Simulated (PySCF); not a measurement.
# C6H7N: the cost of one run

Programs: PySCF 2.14.0, with routines of our own; each step states its level. All values are computed. Atoms count from 0.

### 1 The starting structure

14 atoms, charge 0, multiplicity 1; geometry from: GFN2-xTB.

### 2 Optimising the geometry at PBE/def2-SVP

The job: settings as JSON, then the geometry in Å.

```
{"job": {"xc": "PBE", "basis": "def2-SVP", "grid": 1, "kind": "geom"}, "charge": 0, "multiplicity": 1}
C     -2.464470     0.450890     0.167067
C     -1.536322    -0.373652    -0.313798
C     -0.113274    -0.239554    -0.159867
C      0.891250    -1.063012    -0.635395
C      2.118296    -0.517999    -0.229125
C      1.838318     0.620951     0.482092
N      0.493679     0.780119     0.518265
H     -2.225115     1.331604     0.739966
H     -3.512283     0.272398     0.003342
H     -1.839150    -1.243041    -0.881976
H      0.749349    -1.956682    -1.210975
H      3.093432    -0.914304    -0.433861
H      2.498823     1.319264     0.958379
H      0.006789     1.532546     0.973720
```

Started as:

```
$ OMP_NUM_THREADS=1 python excited_run.py task.json out
```

The driver reads the jobs from task.json and runs them one after another.

**Question.** How long does this first job take on 1 thread of Intel Xeon Platinum 8259CL at 2.50GHz, shared host, and how much memory does it need?

About 85 s, with a peak of 0.51 GiB.
